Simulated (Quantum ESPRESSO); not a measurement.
# TaF3 (Pm-3m) in Quantum ESPRESSO: further runs

The runs below take TaF3 through band structure, single point, equation of state, with LDA, r2SCAN.

Program: Quantum ESPRESSO 7.5. These are calculated values, not measurements. Logs are shortened: lines on timing, memory, paths and dates and some standing lists are left out, and cuts for length are marked.

### Step 1. The crystal as given

The structure is cubic, space group Pm-3m (No. 221). Conventional cell: a = 3.901 Å, b = 3.901 Å, c = 3.901 Å, α = 90.00°, β = 90.00°, γ = 90.00°. Ta (site symmetry m-3m) is surrounded by 6 F at 1.95 Å. F (site symmetry 4/mmm) is surrounded by 2 Ta at 1.95 Å.

### Step 2. Band structure, LDA

Contents of pw.in:

```
&CONTROL
  calculation = 'scf'
  prefix = 'pwscf'
  outdir = './tmp'
  pseudo_dir = './pseudo'
  tprnfor = .true.
  tstress = .true.
  disk_io = 'low'
/
&SYSTEM
  ibrav = 0
  nat = 4
  ntyp = 2
  ecutwfc = 56
  ecutrho = 448
  nbnd = 25
  occupations = 'smearing'
  smearing = 'fd'
  degauss = 0.00367493
/
&ELECTRONS
  conv_thr = 8d-10
  electron_maxstep = 120
  mixing_beta = 0.5
/
ATOMIC_SPECIES
Ta   180.9479 ta_lda_v1.uspp.F.UPF
F     18.9984 f_lda_v1.4.uspp.F.UPF
CELL_PARAMETERS angstrom
   3.9012000000    0.0000000000    0.0000000000
   0.0000000000    3.9012000000    0.0000000000
   0.0000000000    0.0000000000    3.9012000000
ATOMIC_POSITIONS crystal
Ta     0.0000000000    0.0000000000    0.0000000000
F      0.0000000000    0.0000000000    0.5000000000
F      0.0000000000    0.5000000000    0.0000000000
F      0.5000000000    0.0000000000    0.0000000000
K_POINTS automatic
7 7 7 0 0 0
```

Contents of bands.in:

```
&CONTROL
  calculation = 'bands'
  prefix = 'pwscf'
  outdir = './tmp'
  pseudo_dir = './pseudo'
  disk_io = 'low'
  verbosity = 'high'
/
&SYSTEM
  ibrav = 0
  nat = 4
  ntyp = 2
  ecutwfc = 56
  ecutrho = 448
  nbnd = 25
  occupations = 'smearing'
  smearing = 'fd'
  degauss = 0.00367493
/
&ELECTRONS
  conv_thr = 1d-08
  electron_maxstep = 120
  mixing_beta = 0.5
  diago_full_acc = .true.
  startingwfc = 'random'
/
ATOMIC_SPECIES
Ta   180.9479 ta_lda_v1.uspp.F.UPF
F     18.9984 f_lda_v1.4.uspp.F.UPF
CELL_PARAMETERS angstrom
   3.9012000000    0.0000000000    0.0000000000
   0.0000000000    3.9012000000    0.0000000000
   0.0000000000    0.0000000000    3.9012000000
ATOMIC_POSITIONS crystal
Ta     0.0000000000    0.0000000000    0.0000000000
F      0.0000000000    0.0000000000    0.5000000000
F      0.0000000000    0.5000000000    0.0000000000
F      0.5000000000    0.0000000000    0.0000000000
K_POINTS crystal
60
 0.0000000000  0.0000000000  0.0000000000 1
 0.0000000000  0.0714285714  0.0000000000 1
 0.0000000000  0.1428571429  0.0000000000 1
 0.0000000000  0.2142857143  0.0000000000 1
 0.0000000000  0.2857142857  0.0000000000 1
 0.0000000000  0.3571428571  0.0000000000 1
 0.0000000000  0.4285714286  0.0000000000 1
 0.0000000000  0.5000000000  0.0000000000 1
 0.0714285714  0.5000000000  0.0000000000 1
 0.1428571429  0.5000000000  0.0000000000 1
 0.2142857143  0.5000000000  0.0000000000 1
 0.2857142857  0.5000000000  0.0000000000 1
 0.3571428571  0.5000000000  0.0000000000 1
 0.4285714286  0.5000000000  0.0000000000 1
 0.5000000000  0.5000000000  0.0000000000 1
 0.4545454545  0.4545454545  0.0000000000 1
 0.4090909091  0.4090909091  0.0000000000 1
 0.3636363636  0.3636363636  0.0000000000 1
 0.3181818182  0.3181818182  0.0000000000 1
 0.2727272727  0.2727272727  0.0000000000 1
 0.2272727273  0.2272727273  0.0000000000 1
 0.1818181818  0.1818181818  0.0000000000 1
 0.1363636364  0.1363636364  0.0000000000 1
 0.0909090909  0.0909090909  0.0000000000 1
 0.0454545455  0.0454545455  0.0000000000 1
 0.0000000000  0.0000000000  0.0000000000 1
 0.0357142857  0.0357142857  0.0357142857 1
 0.0714285714  0.0714285714  0.0714285714 1
 0.1071428571  0.1071428571  0.1071428571 1
 0.1428571429  0.1428571429  0.1428571429 1
 0.1785714286  0.1785714286  0.1785714286 1
 0.2142857143  0.2142857143  0.2142857143 1
 0.2500000000  0.2500000000  0.2500000000 1
 0.2857142857  0.2857142857  0.2857142857 1
 0.3214285714  0.3214285714  0.3214285714 1
 0.3571428571  0.3571428571  0.3571428571 1
 0.3928571429  0.3928571429  0.3928571429 1
 0.4285714286  0.4285714286  0.4285714286 1
 0.4642857143  0.4642857143  0.4642857143 1
 0.5000000000  0.5000000000  0.5000000000 1
 0.4545454545  0.5000000000  0.4545454545 1
 0.4090909091  0.5000000000  0.4090909091 1
 0.3636363636  0.5000000000  0.3636363636 1
 0.3181818182  0.5000000000  0.3181818182 1
 0.2727272727  0.5000000000  0.2727272727 1
 0.2272727273  0.5000000000  0.2272727273 1
 0.1818181818  0.5000000000  0.1818181818 1
 0.1363636364  0.5000000000  0.1363636364 1
 0.0909090909  0.5000000000  0.0909090909 1
 0.0454545455  0.5000000000  0.0454545455 1
 0.0000000000  0.5000000000  0.0000000000 1
 0.5000000000  0.5000000000  0.0000000000 1
 0.5000000000  0.5000000000  0.0625000000 1
 0.5000000000  0.5000000000  0.1250000000 1
 0.5000000000  0.5000000000  0.1875000000 1
 0.5000000000  0.5000000000  0.2500000000 1
 0.5000000000  0.5000000000  0.3125000000 1
 0.5000000000  0.5000000000  0.3750000000 1
 0.5000000000  0.5000000000  0.4375000000 1
 0.5000000000  0.5000000000  0.5000000000 1
```

Potentials or basis: GBRV 1.5 LDA.

On the command line:

```console
> OMP_NUM_THREADS=1 mpirun -n 2 pw.x -nk 2 -in pw.in > pw.out
> OMP_NUM_THREADS=1 mpirun -n 2 pw.x -nk 2 -in bands.in > bands.out
```

pw.out:

```text
This program is part of the open-source Quantum ESPRESSO suite
     for quantum simulation of materials; please cite
         "P. Giannozzi et al., J. Phys.:Condens. Matter 21 395502 (2009);
         "P. Giannozzi et al., J. Phys.:Condens. Matter 29 465901 (2017);
         "P. Giannozzi et al., J. Chem. Phys. 152 154105 (2020);
     in publications or presentations arising from this work. More details at

     Message from routine setup:
     using ibrav=0 with symmetry is DISCOURAGED, use correct ibrav instead

     K-points division:     npool     =       2
     Subspace diagonalization in iterative solution of the eigenvalue problem:
     a serial algorithm will be used

     G-vector sticks info
     --------------------
     sticks:   dense  smooth     PW     G-vecs:    dense   smooth      PW
     Sum        1933     973    293                64085    22743    3695

     Using Slab Decomposition

     bravais-lattice index     =            0
     lattice parameter (alat)  =       7.3722  a.u.
     unit-cell volume          =     400.6741 (a.u.)^3
     number of atoms/cell      =            4
     number of atomic types    =            2
     number of electrons       =        34.00
     number of Kohn-Sham states=           25
     kinetic-energy cutoff     =      56.0000  Ry
     charge density cutoff     =     448.0000  Ry
     scf convergence threshold =      8.0E-10
     mixing beta               =       0.5000
     number of iterations used =            8  plain     mixing
     Exchange-correlation=  SLA  PZ   NOGX NOGC
                           (   1   1   0   0   0   0   0)

     celldm(1)=   7.372200  celldm(2)=   0.000000  celldm(3)=   0.000000
     celldm(4)=   0.000000  celldm(5)=   0.000000  celldm(6)=   0.000000

     crystal axes: (cart. coord. in units of alat)
               a(1) = (   1.000000   0.000000   0.000000 )
               a(2) = (   0.000000   1.000000   0.000000 )
               a(3) = (   0.000000   0.000000   1.000000 )

     reciprocal axes: (cart. coord. in units 2 pi/alat)
               b(1) = (  1.000000  0.000000  0.000000 )
               b(2) = (  0.000000  1.000000  0.000000 )
               b(3) = (  0.000000  0.000000  1.000000 )

     PseudoPot. # 1 for Ta read from file:
     ta_lda_v1.uspp.F.UPF
     Pseudo is Ultrasoft + core correction, Zval = 13.0
     Generated by new atomic code, or converted to UPF format
     Using radial grid of  921 points,  7 beta functions with:
                l(1) =   0
                l(2) =   0
                l(3) =   1
                l(4) =   1
                l(5) =   2
                l(6) =   2
                l(7) =   3
     Q(r) pseudized with  6 coefficients,  rinner =    1.300   1.300   1.300
                                                       1.300   1.300   1.300
                                                       1.300

     PseudoPot. # 2 for F  read from file:
     f_lda_v1.4.uspp.F.UPF
     Pseudo is Ultrasoft, Zval =  7.0
     Generated by new atomic code, or converted to UPF format
     Using radial grid of  799 points,  4 beta functions with:
                l(1) =   0
                l(2) =   0
                l(3) =   1
                l(4) =   1
     Q(r) pseudized with  8 coefficients,  rinner =    0.950   0.950   0.950

     atomic species   valence    mass     pseudopotential
     Ta               13.00   180.94790     Ta( 1.00)
     F                 7.00    18.99840     F ( 1.00)

     48 Sym. Ops., with inversion, found

   Cartesian axes

     site n.     atom                  positions (alat units)
         1        Ta     tau(   1) = (   0.0000000   0.0000000   0.0000000  )
         2        F      tau(   2) = (   0.0000000   0.0000000   0.5000000  )
         3        F      tau(   3) = (   0.0000000   0.5000000   0.0000000  )
         4        F      tau(   4) = (   0.5000000   0.0000000   0.0000000  )

     number of k points=    20  Fermi-Dirac smearing, width (Ry)=  0.0037
                       cart. coord. in units 2pi/alat
        k(    1) = (   0.0000000   0.0000000   0.0000000), wk =   0.0058309
        k(    2) = (   0.0000000   0.0000000   0.1428571), wk =   0.0349854
        k(    3) = (   0.0000000   0.0000000   0.2857143), wk =   0.0349854
        k(    4) = (   0.0000000   0.0000000   0.4285714), wk =   0.0349854
        k(    5) = (   0.0000000   0.1428571   0.1428571), wk =   0.0699708
        k(    6) = (   0.0000000   0.1428571   0.2857143), wk =   0.1399417
[... 12 lines left out ...]
        k(   19) = (   0.2857143   0.4285714   0.4285714), wk =   0.1399417
        k(   20) = (   0.4285714   0.4285714   0.4285714), wk =   0.0466472

     Dense  grid:    64085 G-vectors     FFT dimensions: (  50,  50,  50)

     Smooth grid:    22743 G-vectors     FFT dimensions: (  36,  36,  36)

     Initial potential from superposition of free atoms

     starting charge      33.9991, renormalised to      34.0000

     negative rho (up, down):  9.383E-02 0.000E+00
     Starting wfcs are   25 randomized atomic wfcs

     Self-consistent Calculation

     iteration #  1     ecut=    56.00 Ry     beta= 0.50
     Davidson diagonalization with overlap
     ethr =  1.00E-02,  avg # of iterations =  4.7

     Threshold (ethr) on eigenvalues was too large:
     Diagonalizing with lowered threshold

     Davidson diagonalization with overlap
     ethr =  9.36E-04,  avg # of iterations =  1.1

     negative rho (up, down):  9.591E-02 0.000E+00

     total energy              =    -287.69919000 Ry
     estimated scf accuracy    <       0.31891612 Ry

     iteration #  2     ecut=    56.00 Ry     beta= 0.50
     Davidson diagonalization with overlap
     ethr =  9.38E-04,  avg # of iterations =  2.0

     negative rho (up, down):  9.665E-02 0.000E+00

     total energy              =    -287.78443430 Ry
     estimated scf accuracy    <       0.07319685 Ry

     iteration #  3     ecut=    56.00 Ry     beta= 0.50
     Davidson diagonalization with overlap
     ethr =  2.15E-04,  avg # of iterations =  2.1

     negative rho (up, down):  9.728E-02 0.000E+00

     total energy              =    -287.79819036 Ry
     estimated scf accuracy    <       0.00245839 Ry

     iteration #  4     ecut=    56.00 Ry     beta= 0.50
     Davidson diagonalization with overlap
     ethr =  7.23E-06,  avg # of iterations =  5.0
[... 19 lines left out ...]
     negative rho (up, down):  9.772E-02 0.000E+00

     total energy              =    -287.79830202 Ry
     estimated scf accuracy    <       0.00000014 Ry

     iteration #  7     ecut=    56.00 Ry     beta= 0.50
     Davidson diagonalization with overlap
     ethr =  4.17E-10,  avg # of iterations =  1.1

     negative rho (up, down):  9.772E-02 0.000E+00

     total energy              =    -287.79830202 Ry
     estimated scf accuracy    <          6.8E-09 Ry

     iteration #  8     ecut=    56.00 Ry     beta= 0.50
     Davidson diagonalization with overlap
     ethr =  2.01E-11,  avg # of iterations =  2.0

     negative rho (up, down):  9.772E-02 0.000E+00

     End of self-consistent calculation

          k = 0.0000 0.0000 0.0000 (  2897 PWs)   bands (ev):

   -60.5207 -27.3513 -27.3513 -27.3513 -18.9496 -18.6203 -18.6203  -0.4349
    -0.4349  -0.4349   0.5168   0.5168   0.5168   0.5445   0.5445   0.5445
     8.3723   8.3723   8.3723   8.9860  12.2344  12.2344  17.9968  17.9968
    18.3968

          k = 0.0000 0.0000 0.1429 (  2857 PWs)   bands (ev):

   -60.5204 -27.4228 -27.3501 -27.3501 -18.8899 -18.6189 -18.4539  -0.8276
    -0.4266  -0.4266   0.2431   0.3893   0.3893   0.4890   0.5375   0.5375
     8.3888   8.6797   8.6797   9.2948  12.2595  12.7679  16.6112  18.1671
    18.4195

          k = 0.0000 0.0000 0.2857 (  2838 PWs)   bands (ev):

   -60.5196 -27.5755 -27.3476 -27.3476 -18.8458 -18.6159 -17.9750  -1.9473
    -0.3981  -0.3981  -0.0446   0.0976   0.0976   0.4273   0.5410   0.5410
     8.4265   9.3716   9.3716  10.0828  12.3135  13.3316  15.5659  18.5854
    18.9818

          k = 0.0000 0.0000 0.4286 (  2830 PWs)   bands (ev):

   -60.5190 -27.6910 -27.3455 -27.3455 -18.8321 -18.6134 -17.5487  -2.8558
    -0.3354  -0.3354  -0.1736  -0.1572  -0.1572   0.3786   0.5444   0.5444
     8.4572   9.9357   9.9357  11.1824  12.3544  12.4396  15.7544  18.9663
    20.0721

          k = 0.0000 0.1429 0.1429 (  2837 PWs)   bands (ev):
[... 90 lines left out ...]
          k = 0.2857 0.2857 0.4286 (  2845 PWs)   bands (ev):

   -60.5169 -27.6826 -27.5660 -27.5645 -18.0215 -17.9295 -17.5397  -2.8367
    -1.9212  -1.8830  -1.3360  -1.2340  -0.9744   0.8417   0.9055   1.0113
    10.3042  10.7088  10.8059  12.7901  14.4392  15.1220  16.0249  16.5011
    17.4199

          k = 0.2857 0.4286 0.4286 (  2845 PWs)   bands (ev):

   -60.5163 -27.6805 -27.6802 -27.5631 -17.9737 -17.5433 -17.5324  -2.8402
    -2.8222  -1.8905  -1.5893  -1.2678  -1.2588   0.9547   0.9607   1.1523
    10.8047  10.8274  11.1819  13.3476  15.0187  15.4654  15.6431  16.9032
    17.4106

          k = 0.4286 0.4286 0.4286 (  2848 PWs)   bands (ev):

   -60.5157 -27.6783 -27.6779 -27.6779 -17.5482 -17.5300 -17.5300  -2.8366
    -2.8366  -2.8037  -1.5792  -1.5589  -1.5589   1.1450   1.1450   1.1629
    11.2531  11.3047  11.3047  13.1969  15.8269  16.5090  16.5090  17.0443
    17.0443

     the Fermi energy is     9.6270 ev

!    total energy              =    -287.79830202 Ry
     estimated scf accuracy    <          5.5E-10 Ry
     smearing contrib. (-TS)   =      -0.00243259 Ry
     internal energy E=F+TS    =    -287.79586943 Ry

     The total energy is F=E-TS. E is the sum of the following terms:
     one-electron contribution =    -160.96354446 Ry
     hartree contribution      =      94.85377855 Ry
     xc contribution           =     -69.73330252 Ry
     ewald contribution        =    -151.95280100 Ry

     convergence has been achieved in   8 iterations

     negative rho (up, down):  9.772E-02 0.000E+00

     Forces acting on atoms (cartesian axes, Ry/au):

     atom    1 type  1   force =     0.00000000    0.00000000    0.00000000
     atom    2 type  2   force =     0.00000000    0.00000000    0.00000000
     atom    3 type  2   force =     0.00000000    0.00000000    0.00000000
     atom    4 type  2   force =     0.00000000    0.00000000    0.00000000

     Total force =     0.000000     Total SCF correction =     0.000000

     Computing stress (Cartesian axis) and pressure

     negative rho (up, down):  9.772E-02 0.000E+00
          total   stress  (Ry/bohr**3)                   (kbar)     P=      159.33
   0.00108312   0.00000000   0.00000000          159.33        0.00        0.00
   0.00000000   0.00108312   0.00000000            0.00      159.33        0.00
   0.00000000   0.00000000   0.00108312            0.00        0.00      159.33

=------------------------------------------------------------------------------=
   JOB DONE.
=------------------------------------------------------------------------------=
```

It took 39 s on 2 MPI ranks of Arm Neoverse V2, shared host; peak memory 0.54 GiB.

Results:

| Item | Value |
| --- | --- |
| Free energy | -3915.6954 eV |
| Pressure | 15.9 GPa |
| Band gap on the k mesh | none (metal or under the smearing width) |

Levels at the corners of the path, in eV from the Fermi level:
| point | band 15 | band 16 | band 17 | band 18 | band 19 | band 20 |
| --- | --- | --- | --- | --- | --- | --- |
| Γ | -9.08 | -9.08 | -1.25 | -1.25 | -1.25 | -0.64 |
| X | -9.08 | -9.08 | -1.17 | 0.39 | 0.39 | 2.16 |
| M | -9.51 | -8.43 | 0.50 | 0.50 | 1.51 | 3.30 |
| Γ | -9.08 | -9.08 | -1.25 | -1.25 | -1.25 | -0.64 |
| R | -8.43 | -8.43 | 1.82 | 1.82 | 1.82 | 3.42 |
| X | -9.08 | -9.08 | -1.17 | 0.39 | 0.39 | 2.16 |
| M | -9.51 | -8.43 | 0.50 | 0.50 | 1.51 | 3.30 |
| R | -8.43 | -8.43 | 1.82 | 1.82 | 1.82 | 3.42 |

Caveat: so large a pressure means that the cell lies far from this level's equilibrium, or that cutoff or potentials fall short; spin-orbit coupling is left out, which moves the levels of the heavy elements.

(Part 1 of 3 ends here.)
